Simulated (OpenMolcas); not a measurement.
# doublet [InHCl2]+: levels of theory compared

We compute a comparison of 6 runs (UHF/STO-3G, UM06-2X/def2-SVPD, UM06-L/def2-SVPD, UPBE/def2-SVPD, USVWN5/def2-SVPD, UTPSS/def2-SVPD) of doublet [InHCl2]+. 

Program for the calculation: OpenMolcas 26.06.

## (1) The system as given

[InHCl2]+ has 4 atoms, charge +1, and is taken as a doublet. As SMILES of the parent species, `[H][In]([Cl])[Cl]`. The shape comes from GFN2-xTB, which is rough for such elements, and wasn't checked as a minimum. That shape belongs to the parent species and isn't relaxed for this state.

Bond lengths: In1–Cl2 2.286 Å, In1–Cl3 2.286 Å, In1–H4 1.709 Å. Angles: Cl2–In1–Cl3 113.5°, Cl2–In1–H4 123.2°, Cl3–In1–H4 123.2°.

## (2) The energy at UHF/STO-3G (run 1)

run.inp

```
* Cl2HIn Hartree-Fock
>>> EXPORT MOLCAS_PRINT=2

&GATEWAY
 BASLIB = $CurrDir
 COORD
 4
 bohr
 In    -0.19273317    -0.32352111     0.00018897
 Cl     4.12389263    -0.13898936     0.02556799
 Cl    -2.08591749     3.56007394    -0.02838369
 H     -1.84524197    -3.09756347     0.00262672
 BASIS = STO-3G
 GROUP = NoSym

&SEWARD

&SCF
 UHF
 CHARGE = 1
 SPIN = 2
 THRESHOLDS = 1e-10 1e-07 1e-07 1e-05
 PRORBITALS = 1 1
```

The basis set STO-3G is read from a file made from the Basis Set Exchange's data (not shown).

The run is started by

```console
$ export MOLCAS_MEM=1860
$ pymolcas run.inp > run.log
```

The log of the run:

```text
--- Start Module: gateway ---
[...]
--- Stop Module: gateway /rc=_RC_ALL_IS_WELL_ ---
--- Start Module: seward ---
[...]
      Basis functions           46
--- Stop Module: seward /rc=_RC_ALL_IS_WELL_ ---
[...]
--- Start Module: scf ---
[...]
       Convergence after  23 Iterations
[...]
::    Total SCF energy                              -6592.4526276576
[...]
      Total spin, S                                     0.5293567474
[...]
      Total electronic charge=   83.000000
      Total            charge=    1.000000
[...]
      Dipole Moment (debye):
      Origin of the operator (angstrom)=    0.1346    0.2259   -0.0002
                   X= -1.7321E+00               Y= -2.9069E+00               Z=  2.1344E-03           Total=  3.3838E+00
      Center of Charge (angstrom)
[...]
--- Stop Module: scf /rc=_RC_ALL_IS_WELL_ ---
[...]
```

Run time: 3.3 s. Hardware: 1 thread of AMD EPYC 7R13 (Zen 3), shared host; peak memory 0.38 GiB.

## (3) A single-point energy at UM06-2X/def2-SVPD (core potential) (run 2)

geom.xyz

```xyz
4

In    -0.101990    -0.171200     0.000100
Cl     2.182270    -0.073550     0.013530
Cl    -1.103820     1.883910    -0.015020
H     -0.976460    -1.639160     0.001390
```

job.input

```
&GATEWAY
  BasLib
  $CurrDir
  Coord
  geom.xyz
  Basis
  def2-SVPD
  Group
  NoSym

&SEWARD
  GridInput
  Grid=UltraFine
  End of Grid

&SCF
  UHF
  Charge
  1
  Spin
  2
  KSDFT
  M062X
  Thresholds
  1e-10 1e-07 1e-07 1e-05
  PrOrbitals
  1
```

The basis set def2-SVPD is read from a file made from the Basis Set Exchange's data (not shown).

The run is started by

```console
$ export MOLCAS_MEM=1860
$ pymolcas job.input > job.log
```

The log of the run:

```text
--- Start Module: gateway ---
[...]
--- Stop Module: gateway /rc=_RC_ALL_IS_WELL_ ---
--- Start Module: seward ---
[...]
      Basis functions           94
--- Stop Module: seward /rc=_RC_ALL_IS_WELL_ ---
[...]
--- Start Module: scf ---
[...]
       Convergence after  28 Iterations
[...]
::    Total KS-DFT energy                           -1110.4325635178
[...]
      Total spin, S                                     0.5090750706
[...]
      Total electronic charge=   55.000000
      Total            charge=    1.000000
[...]
      Dipole Moment (debye):
      Origin of the operator (angstrom)=    0.1346    0.2259   -0.0002
                   X= -1.1396E+00               Y= -1.9140E+00               Z=  1.4618E-03           Total=  2.2275E+00
      Center of Charge (angstrom)
[...]
--- Stop Module: scf /rc=_RC_ALL_IS_WELL_ ---
[...]
```

Wall time 56 s (1 thread of AMD EPYC 7R13 (Zen 3), shared host); peak memory 0.51 GiB.

Runs 3 to 5 aren't shown in full; the table further down has their settings and results.

## (4) The energy at UTPSS/def2-SVPD (core potential) (run 6)

mol.xyz

```xyz
4

In    -0.101990    -0.171200     0.000100
Cl     2.182270    -0.073550     0.013530
Cl    -1.103820     1.883910    -0.015020
H     -0.976460    -1.639160     0.001390
```

test.input

```
&gateway
 baslib=$CurrDir
 coord=mol.xyz
 basis=def2-SVPD
 group=NoSym

&seward
 gridinput
 Grid=UltraFine
 End of Grid

&scf
 uhf
 charge=1
 spin=2
 ksdft=2
 1.0 MGGA_X_TPSS
 1.0 MGGA_C_TPSS
 thresholds=1e-10 1e-07 1e-07 1e-05
 prorbitals=1
```

The basis set def2-SVPD is read from a file made from the Basis Set Exchange's data (not shown).

The run is started by

```console
$ export MOLCAS_MEM=1860
$ pymolcas test.input > test.log
```

The log of the run:

```text
--- Start Module: gateway ---
[...]
--- Stop Module: gateway /rc=_RC_ALL_IS_WELL_ ---
--- Start Module: seward ---
[...]
      Basis functions           94
--- Stop Module: seward /rc=_RC_ALL_IS_WELL_ ---
[...]
--- Start Module: scf ---
[...]
       Convergence after  35 Iterations
[...]
::    Total KS-DFT energy                           -1110.5153082109
[...]
      Total spin, S                                     0.5030494069
[...]
      Total electronic charge=   55.000000
      Total            charge=    1.000000
[...]
      Dipole Moment (debye):
      Origin of the operator (angstrom)=    0.1346    0.2259   -0.0002
                   X= -8.0473E-01               Y= -1.3510E+00               Z=  1.0115E-03           Total=  1.5725E+00
      Center of Charge (angstrom)
[...]
--- Stop Module: scf /rc=_RC_ALL_IS_WELL_ ---
[...]
```

Wall time 70 s (1 thread of AMD EPYC 7R13 (Zen 3), shared host); peak memory 0.52 GiB.

## (5) All runs side by side

```csv
run,level,integration grid,energy (Eh),HOMO energy (eV),LUMO energy (eV),⟨S²⟩,wall time
1,UHF/STO-3G,–,-6592.452628,-14.69,-8.99,0.810,3.3 s
2,UM06-2X/def2-SVPD (core potential),UltraFine,-1110.432564,-15.46,-12.68,0.768,56 s
3,UM06-L/def2-SVPD (core potential),UltraFine,-1110.698127,-13.93,-13.76,0.755,53 s
4,UPBE/def2-SVPD (core potential),UltraFine,-1110.171586,-13.70,-13.59,0.754,76 s
5,USVWN5/def2-SVPD (core potential),UltraFine,-1107.258097,-13.87,-13.78,0.752,43 s
6,UTPSS/def2-SVPD (core potential),UltraFine,-1110.515308,-13.79,-13.62,0.756,70 s
```

## (6) Outcome

| quantity | value |
| --- | --- |
| run 6: total energy | -1110.51531 Eh |
| run 6: HOMO energy (highest over α and β) | -13.79 eV |
| run 6: LUMO energy (lowest over α and β) | -13.62 eV |
| run 6: ⟨S²⟩ | 0.756 |

What this shows: Totals of different functionals can't be ranked against each other. Some runs of one species differ in core potentials or relativity; totals across that change don't compare. In run 1 the basis is minimal, so the values are rough. In run 1 relativity is left out where basis or elements ask for it. All runs together took 5 min, the longest 76 s.
